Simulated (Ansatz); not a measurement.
# NaVS3: the cost of one run

Method: DFT PBEsol, scalar-relativistic, plane waves, PAW, in Ansatz 0.2.0.

### 1 The system as given

The structure is cubic, space group Pm-3m (No. 221). The conventional cell has a = 4.760 Å, b = 4.760 Å, c = 4.760 Å, α = 90.00°, β = 90.00°, γ = 90.00°. Around Na (site symmetry m-3m) lie 12 S at 3.37 Å. Around V (site symmetry m-3m) lie 6 S at 2.38 Å. Around S (site symmetry 4/mmm) lie 2 V at 2.38 Å and 4 Na at 3.37 Å.

As a file:

```
Na V S
1.0
     4.76000    0.00000    0.00000
     0.00000    4.76000    0.00000
     0.00000    0.00000    4.76000
Na V S
1 1 3
Direct
  0.00000 0.00000 0.00000
  0.50000 0.50000 0.50000
  0.50000 0.50000 0.00000
  0.50000 0.00000 0.50000
  0.00000 0.50000 0.50000
```

This is a trial structure built by rule; it need not be a known or stable form of this composition.

The cell is the ideal cubic perovskite prototype; whether it is the stable structure of this composition wasn't checked.

### 2 Coarse point 1 of the search for the rest volume

input.yaml

```yaml
crystal:
  lattice:
    - [4.76, 0.0, 0.0]
    - [0.0, 4.76, 0.0]
    - [0.0, 0.0, 4.76]
  atoms:
    - { symbol: Na, position: [0.0, 0.0, 0.0] }
    - { symbol: V, position: [0.5, 0.5, 0.5] }
    - { symbol: S, position: [0.5, 0.5, 0.0] }
    - { symbol: S, position: [0.5, 0.0, 0.5] }
    - { symbol: S, position: [0.0, 0.5, 0.5] }
basis:
  ecutwfc: 420
kpoints:
  mp_grid: { grid: [4, 4, 4] }
hamiltonian:
  xc: pbesol
scf:
  occupations: { method: gaussian, width: 0.05 }
output:
  forces: true
  stress: true
  eigenvalues: true
```

Run with:

```
> ansatz run input.yaml --threads 1 --pin off --max-ram 1228MiB --backend cpu --events-out ev --progress --plain --runs-dir out
```

What time and memory should one allow on 1 thread of AMD EPYC 7R43 (Zen 3), shared host?

About 2 s, with a peak of 0.4 GiB.
